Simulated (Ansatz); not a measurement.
# CH4Cl2Si: small, medium and large basis sets

An exercise on one series of results from a longer session: the logs are not shown, and one member is left open.

Program: Ansatz 0.2.0, Gaussian basis. Level of theory: one geometry, several basis sets. These are calculated values, not measurements.

The runs, in order: PBE0-D4/def2-SVP; ωB97M-V/def2-SVP; PBE0-D4/def2-QZVPP; ωB97M-V/def2-QZVPP; the functionals' def2-TZVPP values are taken from earlier runs.

## The geometry

An earlier PBE0-D4 in a triple-zeta def2 set relaxation fixed the geometry.

SMILES `ClC[SiH2]Cl`, 8 atoms, charge 0, spin multiplicity 1.

Atoms are counted from 1 here; the program's logs count them from 0.

Bond lengths: Cl1–C2 1.787 Å, C2–Si3 1.873 Å, C2–H5 1.090 Å, C2–H6 1.090 Å, Si3–Cl4 2.058 Å, Si3–H7 1.479 Å, Si3–H8 1.479 Å. Angles: Cl1–C2–Si3 106.4°, Cl1–C2–H5 108.1°, Cl1–C2–H6 108.1°, Si3–C2–H5 112.5°, Si3–C2–H6 112.5°, H5–C2–H6 108.9°, C2–Si3–Cl4 108.5°, C2–Si3–H7 109.9°, C2–Si3–H8 109.9°, Cl4–Si3–H7 108.5°, Cl4–Si3–H8 108.5°, H7–Si3–H8 111.4°.

Set-up of the first run:

Input file in.yaml:

```yaml
crystal:
  periodic: [false, false, false]
  atoms:
    - {symbol: Cl, position_ang: [-1.657564, 1.497262, -0.153719]}
    - {symbol: C, position_ang: [0.041688, 0.948375, -0.208052]}
    - {symbol: Si, position_ang: [0.016682, -0.885307, 0.174600]}
    - {symbol: Cl, position_ang: [1.950836, -1.588185, 0.128936]}
    - {symbol: H, position_ang: [0.606421, 1.521046, 0.527330]}
    - {symbol: H, position_ang: [0.435376, 1.162637, -1.201413]}
    - {symbol: H, position_ang: [-0.532796, -1.109545, 1.528989]}
    - {symbol: H, position_ang: [-0.768443, -1.603283, -0.852370]}
basis:
  gaussian: {orbitals: def2-SVP}
hamiltonian: {xc: pbe0, dispersion: d4}
output: {orbitals: {seedname: orbitals}}
```

Command:

```console
ansatz run in.yaml --threads 2 --pin off --events-out ev --progress --plain --max-ram 4352MiB
```

Among the steps run: PBE0-D4 in def2-SVP; ωB97M-V in def2-SVP; PBE0-D4 in def2-QZVPP; ωB97M-V in def2-QZVPP.

One of the session's tables, all rows but one given; the rest of the session is left out.

It belongs to the step «Functionals by basis». 

```
functional       basis  HOMO (eV)  LUMO (eV)
   PBE0-D4    def2-SVP      -8.25       0.29
   PBE0-D4  def2-TZVPP      -8.37      -0.12
   PBE0-D4  def2-QZVPP      -8.41      -0.32
   ωB97M-V    def2-SVP     -10.44       2.41
   ωB97M-V  def2-TZVPP          ?          ?
   ωB97M-V  def2-QZVPP     -10.65       1.35
```

Estimate the missing values for ωB97M-V, def2-TZVPP.

The run gave: HOMO (eV): -10.60; LUMO (eV): 1.82. In the column «HOMO (eV)» it lies between ωB97M-V, def2-QZVPP (-10.65) and ωB97M-V, def2-SVP (-10.44).
